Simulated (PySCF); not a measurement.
**A gas-phase reaction: AlCl2HS + ClH → AlCl3 + H2S**

What reaction energy should one expect for `[SH][Al]([Cl])[Cl]` + `Cl` → `[Cl][Al]([Cl])[Cl]` + `S`?

Programs: PySCF 2.14.0. All values are calculated, for the isolated system unless a continuum is named. Atoms count from 0, parts from 1.

## 1. The system as given

Each species was relaxed by itself at PBE0-D3(BJ)/def2-SVPD.

## 2. Reaction energy: wB97M-D3(BJ)/def2-TZVPD

Job settings and geometry (Å):

```
{"job": {"kind": "react", "xc": "wB97M-D3(BJ)", "basis": "def2-TZVPD"}, "charge": 0, "multiplicity": 1}
-1 AlCl2HS charge 0 multiplicity 1
S      0.202920     0.887540     1.467620
Al     0.015330     0.062160    -0.526730
Cl    -0.463960    -1.959440    -0.821550
Cl     0.325370     1.313630    -2.176800
H     -0.077390    -0.300480     2.054110

-1 ClH charge 0 multiplicity 1
Cl     0.644680     0.005890     0.004080
H     -0.643470    -0.004740    -0.003300

+1 AlCl3 charge 0 multiplicity 1
Cl    -1.259190     1.530940    -0.506090
Al     0.040470    -0.022580    -0.006120
Cl    -0.714770    -1.916720     0.435240
Cl     2.097510     0.320160     0.051010

+1 H2S charge 0 multiplicity 1
S     -0.005480     0.615470     0.001190
H     -0.981850    -0.316780    -0.006330
H      0.967910    -0.319920     0.002790
```

With the program's defaults for keys left out, this is: wB97M-D3(BJ)/def2-TZVPD reaction energy of separated species, gas phase.

The run is started by

```bash
OMP_NUM_THREADS=1 python cluster_run.py task.json out
```

One launch serves the whole session: the jobs run in the order shown.

Standard output:

```text
species 1 (AlCl2HS)
coarse grid: 27776 points
cycle   1  E = -1561.9950897347  dE =  2.217e-01  |g| = 4.063e-01  |ddm| = 1.914e+00
cycle   2  E = -1562.0264116405  dE = -3.132e-02  |g| = 3.335e-01  |ddm| = 7.111e-01
cycle   3  E = -1562.0526377621  dE = -2.623e-02  |g| = 2.665e-02  |ddm| = 3.104e-01
cycle   4  E = -1562.0529608953  dE = -3.231e-04  |g| = 8.650e-03  |ddm| = 4.185e-02
cycle   5  E = -1562.0530133540  dE = -5.246e-05  |g| = 3.426e-03  |ddm| = 1.860e-02
cycle   6  E = -1562.0530193697  dE = -6.016e-06  |g| = 7.275e-04  |ddm| = 4.706e-03
final grid: 52504 points
cycle   7  E = -1562.0529652047  dE = -4.726e-07  |g| = 3.824e-04  |ddm| = 1.991e-03
cycle   8  E = -1562.0529652922  dE = -8.746e-08  |g| = 2.336e-04  |ddm| = 6.540e-04
cycle   9  E = -1562.0529653134  dE = -2.120e-08  |g| = 7.368e-05  |ddm| = 2.555e-04
cycle  10  E = -1562.0529653212  dE = -7.828e-09  |g| = 2.374e-05  |ddm| = 2.536e-04
cycle  11  E = -1562.0529653214  dE = -2.422e-10  |g| = 3.966e-06  |ddm| = 3.900e-05
converged SCF energy = -1562.0529653214

species 2 (ClH)
coarse grid: 8792 points
cycle   1  E = -460.8503333439  dE = -8.165e-02  |g| = 2.169e-01  |ddm| = 7.239e-01
cycle   2  E = -460.8625128175  dE = -1.218e-02  |g| = 1.397e-01  |ddm| = 2.651e-01
cycle   3  E = -460.8670521785  dE = -4.539e-03  |g| = 1.358e-02  |ddm| = 9.818e-02
cycle   4  E = -460.8670932614  dE = -4.108e-05  |g| = 3.364e-03  |ddm| = 9.545e-03
cycle   5  E = -460.8670995098  dE = -6.248e-06  |g| = 8.515e-04  |ddm| = 3.915e-03
final grid: 17120 points
cycle   6  E = -460.8670682495  dE = -3.716e-07  |g| = 3.676e-04  |ddm| = 8.892e-04
cycle   7  E = -460.8670682958  dE = -4.627e-08  |g| = 1.618e-04  |ddm| = 3.981e-04
cycle   8  E = -460.8670683023  dE = -6.572e-09  |g| = 4.221e-05  |ddm| = 1.295e-04
cycle   9  E = -460.8670683037  dE = -1.316e-09  |g| = 3.975e-06  |ddm| = 6.531e-05
cycle  10  E = -460.8670683037  dE = -4.263e-12  |g| = 8.166e-07  |ddm| = 3.313e-06
converged SCF energy = -460.8670683037

species 3 (AlCl3)
coarse grid: 25304 points
cycle   1  E = -1623.4304883946  dE =  2.593e-01  |g| = 4.153e-01  |ddm| = 1.809e+00
cycle   2  E = -1623.4577335297  dE = -2.725e-02  |g| = 3.578e-01  |ddm| = 7.666e-01
cycle   3  E = -1623.4871967633  dE = -2.946e-02  |g| = 2.160e-02  |ddm| = 3.206e-01
cycle   4  E = -1623.4874174938  dE = -2.207e-04  |g| = 6.124e-03  |ddm| = 3.974e-02
cycle   5  E = -1623.4874485709  dE = -3.108e-05  |g| = 1.813e-03  |ddm| = 1.584e-02
cycle   6  E = -1623.4874499224  dE = -1.352e-06  |g| = 5.027e-04  |ddm| = 2.091e-03
final grid: 47128 points
cycle   7  E = -1623.4873838466  dE = -1.739e-07  |g| = 2.361e-04  |ddm| = 1.283e-03
cycle   8  E = -1623.4873838697  dE = -2.304e-08  |g| = 1.598e-04  |ddm| = 3.301e-04
cycle   9  E = -1623.4873838769  dE = -7.240e-09  |g| = 3.548e-05  |ddm| = 1.504e-04
cycle  10  E = -1623.4873838782  dE = -1.321e-09  |g| = 1.479e-05  |ddm| = 8.110e-05
cycle  11  E = -1623.4873838783  dE = -7.958e-11  |g| = 1.217e-06  |ddm| = 2.442e-05
converged SCF energy = -1623.4873838783

species 4 (H2S)
coarse grid: 11264 points
cycle   1  E = -399.4336011011  dE = -1.424e-01  |g| = 1.945e-01  |ddm| = 1.016e+00
cycle   2  E = -399.4459452134  dE = -1.234e-02  |g| = 1.106e-01  |ddm| = 2.399e-01
cycle   3  E = -399.4491446197  dE = -3.199e-03  |g| = 1.578e-02  |ddm| = 9.278e-02
cycle   4  E = -399.4492189621  dE = -7.434e-05  |g| = 4.851e-03  |ddm| = 1.790e-02
cycle   5  E = -399.4492311995  dE = -1.224e-05  |g| = 9.336e-04  |ddm| = 7.536e-03
cycle   6  E = -399.4492319307  dE = -7.312e-07  |g| = 1.776e-04  |ddm| = 2.124e-03
final grid: 22496 points
cycle   7  E = -399.4492195286  dE = -2.322e-08  |g| = 1.134e-04  |ddm| = 6.065e-04
cycle   8  E = -399.4492195316  dE = -2.971e-09  |g| = 6.804e-05  |ddm| = 1.498e-04
cycle   9  E = -399.4492195324  dE = -7.672e-10  |g| = 8.727e-06  |ddm| = 5.990e-05
converged SCF energy = -399.4492195324

Reaction energy = -10.118 kcal/mol
```

Wall time 20 s (1 thread of Arm Neoverse V1, shared host); peak memory 0.65 GiB.

Species by species (with the dispersion term, which the log's SCF energies lack):

| ν | species | energy (Eh) | HOMO (eV) |
| --- | --- | --- | --- |
| -1 | [SH][Al]([Cl])[Cl] | -1562.05850 | -10.55 |
| -1 | Cl | -460.86761 | -11.93 |
| +1 | [Cl][Al]([Cl])[Cl] | -1623.49168 | -11.74 |
| +1 | S | -399.45056 | -9.89 |

## 3. Reaction energy: PBE0-D3(BJ)/def2-TZVPD

The job, as its differences from that of step 2:

```diff
@@ -1,2 +1,2 @@
-{"job": {"kind": "react", "xc": "wB97M-D3(BJ)", "basis": "def2-TZVPD"}, "charge": 0, "multiplicity": 1}
+{"job": {"kind": "react", "xc": "PBE0", "basis": "def2-TZVPD", "disp": "d3bj"}, "charge": 0, "multiplicity": 1}
 -1 AlCl2HS charge 0 multiplicity 1
```

Method: PBE0-D3(BJ)/def2-TZVPD reaction energy of separated species, gas phase.

Standard output:

```text
species 1 (AlCl2HS)
coarse grid: 7120 points
cycle   1  E = -1561.2682703399  dE =  2.290e-01  |g| = 3.687e-01  |ddm| = 2.004e+00
cycle   2  E = -1561.2574733061  dE =  1.080e-02  |g| = 4.468e-01  |ddm| = 8.409e-01
cycle   3  E = -1561.3082279036  dE = -5.075e-02  |g| = 4.883e-02  |ddm| = 4.524e-01
cycle   4  E = -1561.3087030067  dE = -4.751e-04  |g| = 2.016e-02  |ddm| = 4.751e-02
cycle   5  E = -1561.3088173435  dE = -1.143e-04  |g| = 2.181e-03  |ddm| = 1.815e-02
cycle   6  E = -1561.3088183923  dE = -1.049e-06  |g| = 1.106e-03  |ddm| = 2.558e-03
final grid: 52504 points
cycle   7  E = -1561.3106111474  dE = -1.739e-05  |g| = 6.033e-03  |ddm| = 2.537e-02
cycle   8  E = -1561.3106099264  dE =  1.221e-06  |g| = 5.614e-03  |ddm| = 9.871e-03
cycle   9  E = -1561.3106168019  dE = -6.876e-06  |g| = 5.316e-04  |ddm| = 5.793e-03
cycle  10  E = -1561.3106168971  dE = -9.518e-08  |g| = 1.002e-04  |ddm| = 5.695e-04
cycle  11  E = -1561.3106168999  dE = -2.755e-09  |g| = 2.291e-05  |ddm| = 9.273e-05
cycle  12  E = -1561.3106169000  dE = -1.235e-10  |g| = 9.388e-06  |ddm| = 2.382e-05
converged SCF energy = -1561.3106169000

species 2 (ClH)
coarse grid: 2248 points
cycle   1  E = -460.6537841978  dE = -4.644e-02  |g| = 1.882e-01  |ddm| = 7.411e-01
cycle   2  E = -460.6558529852  dE = -2.069e-03  |g| = 1.902e-01  |ddm| = 3.151e-01
cycle   3  E = -460.6653816006  dE = -9.529e-03  |g| = 1.506e-02  |ddm| = 1.513e-01
cycle   4  E = -460.6654036576  dE = -2.206e-05  |g| = 2.693e-03  |ddm| = 7.323e-03
cycle   5  E = -460.6654052055  dE = -1.548e-06  |g| = 1.111e-03  |ddm| = 2.553e-03
final grid: 17120 points
cycle   6  E = -460.6658903593  dE = -4.429e-06  |g| = 2.164e-03  |ddm| = 7.338e-03
cycle   7  E = -460.6658903889  dE = -2.953e-08  |g| = 1.795e-03  |ddm| = 2.512e-03
cycle   8  E = -460.6658910065  dE = -6.177e-07  |g| = 1.533e-04  |ddm| = 1.363e-03
cycle   9  E = -460.6658910134  dE = -6.902e-09  |g| = 2.148e-05  |ddm| = 1.086e-04
cycle  10  E = -460.6658910135  dE = -1.015e-10  |g| = 4.933e-06  |ddm| = 1.681e-05
converged SCF energy = -460.6658910135

species 3 (AlCl3)
coarse grid: 6496 points
cycle   1  E = -1622.6855847910  dE =  2.599e-01  |g| = 3.813e-01  |ddm| = 1.905e+00
cycle   2  E = -1622.6707036767  dE =  1.488e-02  |g| = 4.772e-01  |ddm| = 8.938e-01
cycle   3  E = -1622.7267368538  dE = -5.603e-02  |g| = 4.826e-02  |ddm| = 4.734e-01
cycle   4  E = -1622.7271781050  dE = -4.413e-04  |g| = 1.797e-02  |ddm| = 4.125e-02
cycle   5  E = -1622.7272610455  dE = -8.294e-05  |g| = 1.396e-03  |ddm| = 1.458e-02
cycle   6  E = -1622.7272614840  dE = -4.385e-07  |g| = 3.104e-04  |ddm| = 1.424e-03
final grid: 47128 points
cycle   7  E = -1622.7288658371  dE = -1.577e-05  |g| = 4.214e-03  |ddm| = 1.323e-02
cycle   8  E = -1622.7288659629  dE = -1.258e-07  |g| = 3.476e-03  |ddm| = 5.631e-03
cycle   9  E = -1622.7288679581  dE = -1.995e-06  |g| = 5.862e-04  |ddm| = 3.257e-03
cycle  10  E = -1622.7288680543  dE = -9.623e-08  |g| = 6.859e-05  |ddm| = 5.211e-04
cycle  11  E = -1622.7288680554  dE = -1.100e-09  |g| = 1.091e-05  |ddm| = 6.111e-05
cycle  12  E = -1622.7288680554  dE = -1.819e-11  |g| = 2.850e-06  |ddm| = 8.719e-06
converged SCF energy = -1622.7288680554

species 4 (H2S)
coarse grid: 2864 points
cycle   1  E = -399.2518631437  dE = -9.251e-02  |g| = 1.630e-01  |ddm| = 1.023e+00
cycle   2  E = -399.2538572990  dE = -1.994e-03  |g| = 1.600e-01  |ddm| = 2.978e-01
cycle   3  E = -399.2614717012  dE = -7.614e-03  |g| = 1.497e-02  |ddm| = 1.477e-01
cycle   4  E = -399.2614863133  dE = -1.461e-05  |g| = 1.103e-03  |ddm| = 5.881e-03
cycle   5  E = -399.2614866936  dE = -3.804e-07  |g| = 6.136e-04  |ddm| = 1.717e-03
final grid: 22496 points
cycle   6  E = -399.2625174164  dE = -7.085e-06  |g| = 4.896e-03  |ddm| = 1.692e-02
cycle   7  E = -399.2625180491  dE = -6.327e-07  |g| = 3.960e-03  |ddm| = 6.699e-03
cycle   8  E = -399.2625209817  dE = -2.933e-06  |g| = 2.911e-04  |ddm| = 3.504e-03
cycle   9  E = -399.2625210095  dE = -2.777e-08  |g| = 3.582e-05  |ddm| = 2.357e-04
cycle  10  E = -399.2625210099  dE = -3.631e-10  |g| = 6.382e-06  |ddm| = 2.919e-05
converged SCF energy = -399.2625210099

Reaction energy = -8.993 kcal/mol
```

It took 9.7 s on 1 thread of Arm Neoverse V1, shared host; peak memory 0.6 GiB.

Reaction energy at this level: -8.99 kcal/mol.

## 4. Reaction energy: MP2/def2-TZVPD

The job, as its differences from that of step 3:

```diff
@@ -1,2 +1,2 @@
-{"job": {"kind": "react", "xc": "PBE0", "basis": "def2-TZVPD", "disp": "d3bj"}, "charge": 0, "multiplicity": 1}
+{"job": {"kind": "react", "xc": "MP2", "basis": "def2-TZVPD"}, "charge": 0, "multiplicity": 1}
 -1 AlCl2HS charge 0 multiplicity 1
```

Level: MP2/def2-TZVPD reaction energy of separated species, gas phase.

Standard output:

```text
species 1 (AlCl2HS)
final grid: 52504 points
cycle   1  E = -1559.2226029239  dE =  2.236e-01  |g| = 3.922e-01  |ddm| = 1.885e+00
cycle   2  E = -1559.2707688363  dE = -4.817e-02  |g| = 1.990e-01  |ddm| = 5.447e-01
cycle   3  E = -1559.2810556243  dE = -1.029e-02  |g| = 3.445e-02  |ddm| = 2.005e-01
cycle   4  E = -1559.2818177462  dE = -7.621e-04  |g| = 9.875e-03  |ddm| = 6.138e-02
cycle   5  E = -1559.2818898881  dE = -7.214e-05  |g| = 2.819e-03  |ddm| = 1.811e-02
cycle   6  E = -1559.2818963133  dE = -6.425e-06  |g| = 8.774e-04  |ddm| = 4.608e-03
cycle   7  E = -1559.2818969423  dE = -6.290e-07  |g| = 2.188e-04  |ddm| = 1.643e-03
cycle   8  E = -1559.2818969863  dE = -4.406e-08  |g| = 5.613e-05  |ddm| = 4.785e-04
cycle   9  E = -1559.2818969894  dE = -3.040e-09  |g| = 1.912e-05  |ddm| = 1.170e-04
cycle  10  E = -1559.2818969898  dE = -3.895e-10  |g| = 5.881e-06  |ddm| = 4.406e-05
converged SCF energy = -1559.2818969898

species 2 (ClH)
final grid: 17120 points
cycle   1  E = -460.0817352213  dE = -1.008e-01  |g| = 2.132e-01  |ddm| = 7.101e-01
cycle   2  E = -460.0969052225  dE = -1.517e-02  |g| = 8.401e-02  |ddm| = 2.053e-01
cycle   3  E = -460.0986385844  dE = -1.733e-03  |g| = 1.826e-02  |ddm| = 5.472e-02
cycle   4  E = -460.0988471499  dE = -2.086e-04  |g| = 6.315e-03  |ddm| = 1.638e-02
cycle   5  E = -460.0988771495  dE = -3.000e-05  |g| = 1.289e-03  |ddm| = 7.398e-03
cycle   6  E = -460.0988783656  dE = -1.216e-06  |g| = 2.807e-04  |ddm| = 1.659e-03
cycle   7  E = -460.0988784188  dE = -5.326e-08  |g| = 4.150e-05  |ddm| = 4.895e-04
cycle   8  E = -460.0988784196  dE = -7.372e-10  |g| = 7.806e-06  |ddm| = 6.177e-05
converged SCF energy = -460.0988784196

species 3 (AlCl3)
final grid: 47128 points
cycle   1  E = -1620.6384021490  dE =  2.647e-01  |g| = 3.986e-01  |ddm| = 1.791e+00
cycle   2  E = -1620.6819503316  dE = -4.355e-02  |g| = 2.144e-01  |ddm| = 5.743e-01
cycle   3  E = -1620.6931342351  dE = -1.118e-02  |g| = 2.601e-02  |ddm| = 2.015e-01
cycle   4  E = -1620.6935270534  dE = -3.928e-04  |g| = 6.473e-03  |ddm| = 5.427e-02
cycle   5  E = -1620.6935537094  dE = -2.666e-05  |g| = 1.133e-03  |ddm| = 1.317e-02
cycle   6  E = -1620.6935546528  dE = -9.434e-07  |g| = 3.025e-04  |ddm| = 1.736e-03
cycle   7  E = -1620.6935547148  dE = -6.201e-08  |g| = 7.856e-05  |ddm| = 4.341e-04
cycle   8  E = -1620.6935547188  dE = -3.929e-09  |g| = 2.228e-05  |ddm| = 1.058e-04
cycle   9  E = -1620.6935547192  dE = -4.416e-10  |g| = 3.779e-06  |ddm| = 3.981e-05
converged SCF energy = -1620.6935547192

species 4 (H2S)
final grid: 22496 points
cycle   1  E = -398.6881057699  dE = -1.695e-01  |g| = 2.014e-01  |ddm| = 9.977e-01
cycle   2  E = -398.7050959059  dE = -1.699e-02  |g| = 7.023e-02  |ddm| = 1.849e-01
cycle   3  E = -398.7068534752  dE = -1.758e-03  |g| = 2.154e-02  |ddm| = 5.635e-02
cycle   4  E = -398.7071962804  dE = -3.428e-04  |g| = 6.311e-03  |ddm| = 2.471e-02
cycle   5  E = -398.7072256948  dE = -2.941e-05  |g| = 1.395e-03  |ddm| = 9.171e-03
cycle   6  E = -398.7072271764  dE = -1.482e-06  |g| = 3.129e-04  |ddm| = 2.398e-03
cycle   7  E = -398.7072272621  dE = -8.569e-08  |g| = 5.002e-05  |ddm| = 6.832e-04
cycle   8  E = -398.7072272644  dE = -2.253e-09  |g| = 1.186e-05  |ddm| = 9.128e-05
cycle   9  E = -398.7072272645  dE = -1.232e-10  |g| = 1.951e-06  |ddm| = 2.073e-05
converged SCF energy = -398.7072272645

Reaction energy = -9.916 kcal/mol
```

Run time: 5.6 s. Hardware: 1 thread of Arm Neoverse V1, shared host; peak memory 0.49 GiB.

Reaction energy at this level: -9.92 kcal/mol.

## 5. Comparing the runs

Energies in kcal/mol, with wall time:

| run | reaction | time |
| --- | --- | --- |
| wB97M-D3(BJ)/def2-TZVPD | -10.12 | 20 s |
| PBE0-D3(BJ)/def2-TZVPD | -8.99 | 9.7 s |
| MP2/def2-TZVPD | -9.92 | 5.6 s |

## 6. Summary of results

| quantity | value |
| --- | --- |
| reaction energy (wB97M-D3(BJ)/def2-TZVPD) | -10.12 kcal/mol |
| ΔH, ΔG at 298 K (xTB thermal terms) | -9.6, -9.0 kcal/mol |
| range of the reaction energy over the runs of this table | -10.12 to -8.99 kcal/mol |

In words: The reaction is exothermic by 9.6 kcal/mol in the gas phase; dispersion gives +0.28, and xTB itself gave -18.29 for the electronic energy (xTB energies and thermal terms come from the earlier relaxation of each species, not shown). No barrier was sought. The reaction energy runs from -10.12 (wB97M-D3(BJ)/def2-TZVPD) to -8.99 kcal/mol (PBE0-D3(BJ)/def2-TZVPD).
